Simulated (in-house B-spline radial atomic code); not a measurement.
# Pm³⁺: ionisation energy by several methods

An exercise on one series of results from a longer session: the logs are not shown, and one member is left open.

Program: in-house B-spline radial atomic code version 1. Level of theory: scalar-relativistic (X2C), several functionals, spin-polarised; spherical all-electron atom at the radial basis limit. These are calculated values, not measurements, unless marked.

## The system

- element: promethium (Z = 61)
- charge: +3
- electrons: 58
- configuration: [Xe] 4f4
- nucleus: Fermi, rms radius 4.962 fm

Outer shells as boxes (Hund's rule):

[Xe] 4f4
```
[Xe] core
4f [↑ ][↑ ][↑ ][↑ ][  ][  ][  ]
```

Where spins are not typed, each open shell is filled with up spins first.

Set-up of the first run:

Input settings:

```ini
Z = 61
electrons = 58.0
configuration = [Xe] 4f4
hamiltonian = x2c
method = tpss,tpss
spin_polarised = True
nucleus = fermi
rms_radius = 4.961999461404065
mass_number = 145
atomic_mass = 144.912755748
speed_of_light = 137.035999084
```

Steps of the session up to this table: TPSS, a meta-GGA; LDA (PW92); RPBE, a GGA; PW91, a GGA; PBE, a GGA; AM05, a GGA.

One of the session's tables, all rows but one given; the rest of the session is left out.

```
    method  ΔSCF (eV)
LDA (PW92)     42.516
      RPBE     42.166
      PW91     42.309
       PBE          ?
      AM05     42.316
      TPSS     42.004
```

Estimate the missing values for PBE.

As computed: ΔSCF (eV): 42.219. In the column «ΔSCF (eV)» it lies between RPBE (42.166) and PW91 (42.309).

Caveats from the session: Meta-GGA runs start from a PBE run whose iterations are not counted.
